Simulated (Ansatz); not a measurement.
# Sb: the cost of one run

Method: DFT PBEsol, scalar-relativistic, plane waves, PAW, in Ansatz 0.2.0.

## Step 1: The structure to begin with

It takes space group I4/mmm (No. 139, tetragonal). The conventional cell has a = 3.153 Å, b = 3.153 Å, c = 5.424 Å, α = 90.00°, β = 90.00°, γ = 90.00°. Around Sb (site symmetry 4/mmm) lie 12 Sb at 3.15 to 3.51 Å.

As a file:

```xyz
1
Lattice="-1.5765 1.5765 2.7119 1.5765 -1.5765 2.7119 1.5765 1.5765 -2.7119" Properties=species:S:1:pos:R:3 pbc="T T T"
Sb    0.0000    0.0000    0.0000
```

It goes back to an entry of the Materials Project, which need not be the stable form.

No relaxation comes first: the listed cell is the starting point.

## Step 2: The reference: the undisturbed cell on the scan's mesh

File input.yaml:

```yaml
crystal:
  lattice:
    - [-1.5765401831, 1.5765401831, 2.7119384313]
    - [1.5765401831, -1.5765401831, 2.7119384313]
    - [1.5765401831, 1.5765401831, -2.7119384313]
  atoms:
    - { symbol: Sb, position: [0.0, 0.0, 0.0] }
basis:
  ecutwfc: 420
kpoints:
  mp_grid: { grid: [22, 22, 22] }
hamiltonian:
  xc: pbesol
scf:
  occupations: { method: gaussian, width: 0.15 }
output:
  forces: true
  stress: true
  eigenvalues: true
```

Q: Estimate wall time and peak memory on 1 thread of an x86-64 CPU, shared host.

About 4.6 s, with a peak of 0.59 GiB.
